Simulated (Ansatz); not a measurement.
BiTe:

```
Bi Te
1.0
     0.00000    3.23500    3.23500
     3.23500    0.00000    3.23500
     3.23500    3.23500    0.00000
Bi Te
1 1
Direct
  0.00000 0.00000 0.00000
  0.50000 0.50000 0.50000
```

Base run:

- Program: Ansatz 0.2.0
- Functional: PBEsol
- Potentials or basis: all-electron LAPW, relativistic spinors
- Cutoff: 177 eV (chosen from the basis error)
- Basis error allowed: 0.001 eV/atom
- k mesh: 5 × 5 × 5
- Occupations: fermi-dirac, width 0.05 eV
- Spin: spin-orbit coupling, no magnetisation

Its results: pressure 0.2 GPa.

The run is repeated on the same cell with these changes: functional from PBEsol to BLYP; occupations from fermi-dirac, width 0.05 eV to gaussian, width 0.1 eV. What comes out?

Pressure 6.4 GPa.

Caveats: the k mesh is thin for a metal, which can move the energy by tens of meV per atom.
